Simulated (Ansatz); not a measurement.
**CH₃F₂GaS: one species, many methods**

How much do the methods differ for CH₃F₂GaS? The plan is to run it at one geometry with functionals of several rungs and with coupled cluster, and see how far each lands from CCSD(T) at the basis-set limit for the atomisation energy.

The runs use Ansatz 0.2.0, Gaussian basis; functionals in def2-TZVPP, the program's frozen cores in correlated methods.

Levels to be run: LDA (SPW92), PBE-D4, revPBE-D4, BLYP-D4, r2SCAN-D4, B97M-V, PBE0-D4, B3LYP-D4, r2SCANh-D4, r2SCAN0-D4, HSE06-D4, BHLYP-D4, CAM-B3LYP-D4, LC-ωPBE, ωB97X-V, ωB97M-V, B2PLYP, PBE-QIDH; CCSD(T)/def2-SVP; CCSD(T)/def2-TZVPP; MP2/def2-QZVPP; extrapolation to the limit; RPA on PBE.

## (1) The geometry

All runs share one geometry, relaxed beforehand with PBE0-D4 in a triple-zeta def2 set.

SMILES `C[S][Ga]([F])[F]`, 8 atoms, charge 0, spin multiplicity 1.

Atoms are counted from 1 here; the program's logs count them from 0.

Bond lengths: C1–S2 1.824 Å, C1–H6 1.087 Å, C1–H7 1.089 Å, C1–H8 1.088 Å, S2–Ga3 2.159 Å, Ga3–F4 1.745 Å, Ga3–F5 1.738 Å. Angles: S2–C1–H6 111.5°, S2–C1–H7 105.5°, S2–C1–H8 111.3°, H6–C1–H7 109.2°, H6–C1–H8 110.1°, H7–C1–H8 109.2°, C1–S2–Ga3 100.1°, S2–Ga3–F4 121.2°, S2–Ga3–F5 124.4°, F4–Ga3–F5 114.4°.

## (2) LDA

This LDA is Slater exchange with PW92 correlation.

in.yaml

```yaml
crystal:
  periodic: [false, false, false]
  atoms:
    - {symbol: C, position_ang: [-0.493918, -0.835999, 1.001404]}
    - {symbol: S, position_ang: [0.777904, 0.471511, 0.985806]}
    - {symbol: Ga, position_ang: [0.685090, 1.063497, -1.088010]}
    - {symbol: F, position_ang: [-0.409097, 0.286088, -2.202707]}
    - {symbol: F, position_ang: [1.661049, 2.315313, -1.795058]}
    - {symbol: H, position_ang: [-0.262081, -1.625938, 0.290951]}
    - {symbol: H, position_ang: [-0.477729, -1.246283, 2.010557]}
    - {symbol: H, position_ang: [-1.481219, -0.428189, 0.797056]}
basis:
  gaussian: {orbitals: def2-TZVPP}
hamiltonian: {xc: lda}
output: {orbitals: {seedname: orbitals}}
```

Launch:

```
$ ansatz run in.yaml --threads 4 --pin off --events-out ev --progress --plain --max-ram 10444MiB
```

The runs that follow: PBE-D4 (GGA); revPBE-D4 (GGA); BLYP-D4 (GGA); r2SCAN-D4 (meta-GGA); B97M-V (meta-GGA); B3LYP-D4 (hybrid); r2SCANh-D4 (hybrid); r2SCAN0-D4 (hybrid); HSE06-D4 (hybrid); BHLYP-D4 (hybrid); CAM-B3LYP-D4 (range-separated); LC-ωPBE (range-separated); ωB97X-V (range-separated); ωB97M-V (range-separated); B2PLYP (double hybrid); PBE-QIDH (double hybrid); CCSD(T) in def2-SVP; CCSD(T) in def2-TZVPP; MP2 in def2-QZVPP; RPA on PBE orbitals.

Before running them: what should the planned runs give, taken together? Wanted: atomisation energy, CCSD(T)/CBS; farthest beyond LDA; mean size of error, GGA; mean size of error, meta-GGA; mean size of error, hybrid; mean size of error, range-separated; mean size of error, double hybrid; gap, smallest and largest; T1 diagnostic.

The runs gave:

```
                               quantity                                                                                                value
        atomisation energy, CCSD(T)/CBS                                                                                       679.0 kcal/mol
functionals within 6.8 kcal/mol (1.0 %)  r2SCAN-D4, B97M-V, PBE0-D4, r2SCANh-D4, HSE06-D4, CAM-B3LYP-D4, LC-ωPBE, ωB97X-V, ωB97M-V, PBE-QIDH
                    farthest beyond LDA                                                                            BHLYP-D4 (-33.2 kcal/mol)
                mean size of error, GGA                                                                                         9.6 kcal/mol
           mean size of error, meta-GGA                                                                                         1.3 kcal/mol
             mean size of error, hybrid                                                                                        12.1 kcal/mol
    mean size of error, range-separated                                                                                         2.6 kcal/mol
      mean size of error, double hybrid                                                                                         8.2 kcal/mol
              gap, smallest and largest                                                            4.07 eV (LDA (SPW92)), 11.42 eV (LC-ωPBE)
                          T1 diagnostic                                                                                               0.0136
triples share of the correlation energy                                                                                                3.6 %
```

In words: LDA overbinds by 103.2 kcal/mol (15 %). PBE-D4 misses by +10.9 kcal/mol. Double hybrids carry the basis error of their MP2 part in triple zeta, and no dispersion term here, so their miss is partly the set-up's. The rungs meta-GGA, range-separated miss on average by less than the doubt on the reference (6.8 kcal/mol), so they tie. Misses under about 6.8 kcal/mol are within the doubt on the reference itself, which lacks core-valence correlation, relativity and higher excitations, and its outer-core shells are covered unevenly. Hartree-Fock recovers 72 % of the binding; the rest is correlation. CCSD(T) in def2-SVP is off by -41.1 kcal/mol, worse than the median functional, from the basis alone. Orbital gaps span 4.1 to 11.4 eV; exact exchange widens them. Correlated methods include outer-core shells of Ga, which these sets cover unevenly.
